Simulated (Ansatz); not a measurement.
**C2H7BSSi: a ladder of functionals and wavefunction methods**

How much do the methods differ for C2H7BSSi? The plan is to run it at one geometry with functionals of several rungs and with coupled cluster, and see how far each lands from CCSD(T) at the basis-set limit for the atomisation energy.

Method: functionals in def2-TZVPP, the program's frozen cores in correlated methods; program: Ansatz 0.2.0, Gaussian basis.

The runs, in order: PBE-D4, r2SCAN-D4, PBE0-D4, B3LYP-D4, ωB97X-V, ωB97M-V, B2PLYP; CCSD(T)/def2-TZVPP; MP2/def2-QZVPP; extrapolation to the limit.

## 1. The geometry

The geometry comes from an earlier relaxation with PBE0-D4 in a triple-zeta def2 set; it is a stationary point, not always the lowest conformer.

12 atoms, charge 0, spin multiplicity 1.

Atoms are counted from 1 here; the program's logs count them from 0.

Bond lengths: B1–Si2 1.962 Å, B1–S3 1.999 Å, B1–H6 1.193 Å, B1–H7 1.198 Å, Si2–S3 2.248 Å, Si2–H8 1.485 Å, Si2–H9 1.483 Å, S3–C4 1.767 Å, C4–C5 1.323 Å, C4–H10 1.085 Å, C5–H11 1.083 Å, C5–H12 1.084 Å. Angles: Si2–B1–S3 69.1°, Si2–B1–H6 121.6°, Si2–B1–H7 113.8°, S3–B1–H6 114.1°, S3–B1–H7 105.1°, H6–B1–H7 120.0°, B1–Si2–S3 56.2°, B1–Si2–H8 124.4°, B1–Si2–H9 125.5°, S3–Si2–H8 108.0°, S3–Si2–H9 105.2°, H8–Si2–H9 110.0°, B1–S3–Si2 54.7°, B1–S3–C4 107.9°, Si2–S3–C4 100.8°, S3–C4–C5 125.3°, S3–C4–H10 112.6°, C5–C4–H10 122.0° and more.

## 2. PBE-D4 (GGA)

Input file in.yaml:

```yaml
crystal:
  periodic: [false, false, false]
  atoms:
    - {symbol: B, position_ang: [0.304777, 1.299663, 0.999748]}
    - {symbol: Si, position_ang: [-1.403690, 1.220388, 0.037599]}
    - {symbol: S, position_ang: [-0.487714, -0.531944, 1.106725]}
    - {symbol: C, position_ang: [0.126834, -1.470420, -0.258838]}
    - {symbol: C, position_ang: [1.283917, -1.267792, -0.867455]}
    - {symbol: H, position_ang: [1.346925, 1.346633, 0.420746]}
    - {symbol: H, position_ang: [0.214862, 1.743921, 2.108681]}
    - {symbol: H, position_ang: [-2.726917, 1.493646, 0.654523]}
    - {symbol: H, position_ang: [-1.582023, 0.771725, -1.365103]}
    - {symbol: H, position_ang: [-0.536267, -2.282246, -0.538435]}
    - {symbol: H, position_ang: [1.943813, -0.455390, -0.590680]}
    - {symbol: H, position_ang: [1.592383, -1.923285, -1.673612]}
basis:
  gaussian: {orbitals: def2-TZVPP}
hamiltonian: {xc: pbe, dispersion: d4}
output: {forces: true, orbitals: {seedname: orbitals}}
```

Run with:

```bash
$ ansatz run in.yaml --threads 4 --pin off --events-out ev --progress --plain --max-ram 10444MiB
```

After this run come: r2SCAN-D4 (meta-GGA); PBE0-D4 (hybrid); B3LYP-D4 (hybrid); ωB97X-V (range-separated); ωB97M-V (range-separated); B2PLYP (double hybrid); CCSD(T) in def2-TZVPP; MP2 in def2-QZVPP.

**Question.** What will the summary of the whole plan be? Wanted: atomisation energy, CCSD(T)/CBS; farthest; mean size of error, hybrid; mean size of error, range-separated; gap, smallest and largest; T1 diagnostic; triples share of the correlation energy.

The runs gave:

```
                               quantity                                 value
        atomisation energy, CCSD(T)/CBS                         4250.7 kJ/mol
 functionals within 21.3 kJ/mol (0.5 %)                              B3LYP-D4
                               farthest                PBE-D4 (+104.0 kJ/mol)
             mean size of error, hybrid                           30.2 kJ/mol
    mean size of error, range-separated                           28.0 kJ/mol
              gap, smallest and largest  3.93 eV (PBE-D4), 10.02 eV (ωB97X-V)
                          T1 diagnostic                                0.0129
triples share of the correlation energy                                 4.7 %
```

**Reading.** PBE-D4 is off by +104.0 kJ/mol. Double hybrids carry the basis error of their MP2 part in triple zeta, and no dispersion term here, so their miss is partly the set-up's. Misses under about 21.3 kJ/mol are within the doubt on the reference itself, which lacks core-valence correlation, relativity and higher excitations. Hartree-Fock recovers 74 % of the binding; the rest is correlation. Orbital gaps span 3.9 to 10.0 eV; exact exchange widens them.
